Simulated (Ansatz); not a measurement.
**Hf: a sweep of the smearing**

Aim: hold Hf and all else fixed and vary the smearing, to see how far energy and properties move.

Method: DFT, PBE, all-electron LAPW, scalar-relativistic, in Ansatz 0.2.0.

5 further runs of the same task are left out: 4 that didn't finish, 1 set aside as unsound or not needed.

## 1. The system as given

The structure is hexagonal, space group P6_3/mmc (No. 194). Conventional cell: a = 3.205 Å, b = 3.205 Å, c = 5.064 Å, α = 90.00°, β = 90.00°, γ = 120.00°. Around Hf (site symmetry -6m2) lie 12 Hf at 3.14 to 3.21 Å.

As a file:

```
CELL_PARAMETERS angstrom
3.20528 0.00000 0.00000
-1.60264 2.77585 0.00000
0.00000 0.00000 5.06446
ATOMIC_POSITIONS crystal
Hf 0.33333 0.66667 0.25000
Hf 0.66667 0.33333 0.75000
```

The structure (hcp type) was typed from a prototype and relaxed by PAW; whether it is the ground state wasn't tested.

Atoms are numbered in the order of the input: Hf1, Hf2.

## 2. With Gaussian smearing of 0.2 eV

input.yaml

```yaml
crystal:
  lattice:
    - [3.2052794892, 0.0, 0.0]
    - [-1.6026397446, 2.7758534639, 0.0]
    - [0.0, 0.0, 5.0644648307]
  atoms:
    - { symbol: Hf, position: [0.3333333333, 0.6666666667, 0.25] }
    - { symbol: Hf, position: [0.6666666667, 0.3333333333, 0.75] }
kpoints:
  mp_grid: { grid: [14, 14, 8] }
scf:
  occupations: { method: gaussian, width: 0.2 }
hamiltonian:
  xc: pbe
  pseudopotentials: { kind: all_electron, lapw: { basis_error: 0.00025 } }
output:
  forces: true
  stress: true
  eigenvalues: true
```

Run with:

```
> ansatz run input.yaml --threads 1 --pin off --max-ram 2048MiB --backend cpu --events-out ev --progress --plain --runs-dir out
```

## 3. With cold smearing of 0.15 eV

input.yaml, as its differences from that of step 2:

```diff
@@ -11,3 +11,3 @@
 scf:
-  occupations: { method: gaussian, width: 0.2 }
+  occupations: { method: cold, width: 0.15 }
 hamiltonian:
```

## 4. With Methfessel–Paxton smearing of 0.2 eV

input.yaml, as its differences from that of step 3:

```diff
@@ -11,3 +11,3 @@
 scf:
-  occupations: { method: cold, width: 0.15 }
+  occupations: { method: methfessel_paxton, width: 0.2 }
 hamiltonian:
```

## 5. With Fermi–Dirac smearing of 0.15 eV

input.yaml, as its differences from that of step 4:

```diff
@@ -11,3 +11,3 @@
 scf:
-  occupations: { method: methfessel_paxton, width: 0.2 }
+  occupations: { method: fermi_dirac, width: 0.15 }
 hamiltonian:
```

## 6. With tetrahedron filling

input.yaml, as its differences from that of step 5:

```diff
@@ -11,3 +11,3 @@
 scf:
-  occupations: { method: fermi_dirac, width: 0.15 }
+  occupations: { method: tetrahedron }
 hamiltonian:
```

(Steps that only read results are left out.)

What does the calculation give? Wanted: pressure, lowest to highest.

The runs gave:

```
                                                                   quantity                                           value
largest change of energy from «Gaussian smearing of 0.2 eV» (zero smearing)  3.1 meV/atom (Fermi–Dirac smearing of 0.15 eV)
                                         pressure, lowest to highest (LAPW)                               -0.01 to 0.23 GPa
```

In words: Across the runs the energy spans 4.0 meV/atom. The pressure spans 0.24 GPa (LAPW, the tetrahedron run left out, since its derivatives are unreliable). Spin-orbit coupling is left out, though the cell holds Hf; in elements this heavy it can shift bands and gaps by tenths of an eV.
